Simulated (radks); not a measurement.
**Sm³¹⁺ in [Ar] 3d10 4s2 4p1: an all-electron calculation**

Wanted: eigenvalues, radial structure and energy terms of the samarium ion Sm31+.

Method: Dirac Kohn-Sham, BLYP, spin-unpolarised, spherical densities, point nucleus; open shells are shared between the two j in proportion to 2j + 1. Code: radks (a radial shooting solver on a logarithmic mesh, Libxc functionals) version 1.

### Step 1. The system

```
element       : samarium (Z = 62)
charge        : +31
electrons     : 31
configuration : [Ar] 3d10 4s2 4p1
```

The outer shells:

Sm³¹⁺
```
[Ar] core
3d [↑↓][↑↓][↑↓][↑↓][↑↓]
4s [↑↓]
4p [↑ ][  ][  ]
```

### Step 2. Self-consistent calculation

Settings of this run:

```text
Z 62
configuration [Ar] 3d10 4s2 4p1 5s0 4d0 5p0 4f0
relativity Dirac
functional b88,lyp
spin unpolarised
j_filling average
nucleus point
c 137.035999084
```

Q: Predict the outcome of this run.

**Answer**, as computed:

| quantity | value |
| --- | --- |
| total energy | -9921.1203 hartree |
| exchange-correlation share of it | 1.97 % |
| −T/E | 1.0883 |
| highest occupied level | 4p3/2, -1168.9 eV |
| most extended occupied level | 4p3/2, <r> = 0.530 bohr |
| radius at density 0.001 e/bohr³ | 1.20 bohr |
| maxima of the radial density | 3 |
| ionisation energy, NIST | 1226 (theory) eV |

4 principal shells are occupied and 3 maxima appear in the radial density; where shells overlap, one shows as a shoulder or not at all. −T/E is 1.088: with relativity the kinetic term as defined here no longer equals −E. The top level binds by 1168.9 eV, 95 % of the NIST ionisation energy of 1226 eV. Spin polarisation and multiplet splitting are left out. Sharing an open shell by 2j + 1 raises it above the true ground level by a part of the spin-orbit splitting, which enters the differences from NIST.
